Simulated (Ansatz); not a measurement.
**C₂H₆GaNO₃: one species, many methods**

An exercise on one series of results from a longer session: the logs are not shown, and one member is left open.

Computed with Ansatz 0.2.0, Gaussian basis. Level: functionals in def2-TZVPP, the program's frozen cores in correlated methods.

Levels to be run: LDA (SPW92), PBE-D4, revPBE-D4, BLYP-D4, r2SCAN-D4, B97M-V, PBE0-D4, B3LYP-D4, r2SCANh-D4, r2SCAN0-D4, HSE06-D4, BHLYP-D4, CAM-B3LYP-D4, LC-ωPBE, ωB97X-V, ωB97M-V, B2PLYP, PBE-QIDH; CCSD(T)/def2-SVP; MP2/def2-TZVPP; MP2/def2-QZVPP; RPA on PBE.

## The relaxed structure

The geometry comes from an earlier relaxation with PBE0-D4 in a triple-zeta def2 set; it is a stationary point, not always the lowest conformer.

SMILES `CC#[N+][Ga-]([OH])([OH])[OH]`, 13 atoms, charge 0, spin multiplicity 1.

Atoms are counted from 1 here; the program's logs count them from 0.

Bond lengths: C1–C2 1.443 Å, C1–H8 1.091 Å, C1–H9 1.091 Å, C1–H10 1.091 Å, C2–N3 1.142 Å, N3–Ga4 2.131 Å, Ga4–O5 1.801 Å, Ga4–O6 1.801 Å, Ga4–O7 1.801 Å, O5–H11 0.959 Å, O6–H12 0.959 Å, O7–H13 0.959 Å. Angles: C2–C1–H8 109.6°, C2–C1–H9 109.6°, C2–C1–H10 109.6°, H8–C1–H9 109.3°, H8–C1–H10 109.3°, H9–C1–H10 109.3°, C1–C2–N3 180.0°, C2–N3–Ga4 180.0°, N3–Ga4–O5 98.8°, N3–Ga4–O6 98.8°, N3–Ga4–O7 98.8°, O5–Ga4–O6 117.7°, O5–Ga4–O7 117.7°, O6–Ga4–O7 117.7°, Ga4–O5–H11 111.8°, Ga4–O6–H12 111.7°, Ga4–O7–H13 111.8°.

Set-up of the first run:

in.yaml

```yaml
crystal:
  periodic: [false, false, false]
  atoms:
    - {symbol: C, position_ang: [1.187013, -0.879501, 2.581859]}
    - {symbol: C, position_ang: [0.611884, -0.453962, 1.329118]}
    - {symbol: N, position_ang: [0.156457, -0.116967, 0.337180]}
    - {symbol: Ga, position_ang: [-0.693718, 0.511687, -1.512816]}
    - {symbol: O, position_ang: [0.464543, -0.290673, -2.634962]}
    - {symbol: O, position_ang: [-0.547823, 2.293402, -1.291919]}
    - {symbol: O, position_ang: [-2.327707, -0.223752, -1.328844]}
    - {symbol: H, position_ang: [0.514531, -1.584042, 3.073507]}
    - {symbol: H, position_ang: [2.146796, -1.364948, 2.398602]}
    - {symbol: H, position_ang: [1.338259, -0.013935, 3.228689]}
    - {symbol: H, position_ang: [1.026603, 0.345765, -3.080205]}
    - {symbol: H, position_ang: [-1.403064, 2.706309, -1.160479]}
    - {symbol: H, position_ang: [-2.453275, -0.964183, -1.924829]}
basis:
  gaussian: {orbitals: def2-TZVPP}
hamiltonian: {xc: lda}
output: {orbitals: {seedname: orbitals}}
```

Command:

```console
$ ansatz run in.yaml --threads 4 --pin off --events-out ev --progress --plain --max-ram 11315MiB
```

Steps of the session up to this table: LDA; PBE-D4 (GGA); revPBE-D4 (GGA); BLYP-D4 (GGA); r2SCAN-D4 (meta-GGA); B97M-V (meta-GGA); B3LYP-D4 (hybrid); r2SCANh-D4 (hybrid); r2SCAN0-D4 (hybrid); HSE06-D4 (hybrid); BHLYP-D4 (hybrid); CAM-B3LYP-D4 (range-separated); LC-ωPBE (range-separated); ωB97X-V (range-separated); ωB97M-V (range-separated); B2PLYP (double hybrid); PBE-QIDH (double hybrid).

One table of the session follows, with a row left open; its other results are not shown here.

It belongs to the step «Orbital energies across the functionals». 

| functional | HOMO (eV) | gap (eV) |
| --- | --- | --- |
| LDA (SPW92) | -6.15 | 4.35 |
| PBE-D4 | -5.93 | 4.35 |
| revPBE-D4 | -5.84 | 4.35 |
| BLYP-D4 | -5.83 | 4.37 |
| r2SCAN-D4 | -6.29 | 4.96 |
| B97M-V | -6.36 | 5.14 |
| PBE0-D4 | -7.64 | 7.15 |
| B3LYP-D4 | -7.37 | 6.60 |
| r2SCANh-D4 | -6.94 | 6.00 |
| r2SCAN0-D4 | -7.92 | 7.57 |
| HSE06-D4 | -7.23 | 6.35 |
| BHLYP-D4 | -9.32 | 9.98 |
| CAM-B3LYP-D4 | -9.18 | 9.85 |
| LC-ωPBE | -10.56 | 12.49 |
| ωB97X-V | -10.20 | 12.02 |
| ωB97M-V | ? | ? |

Q: Estimate the row for ωB97M-V from the others.

As computed: HOMO (eV): -10.15; gap (eV): 11.74. In the column «HOMO (eV)» it lies between ωB97X-V (-10.20) and BHLYP-D4 (-9.32).
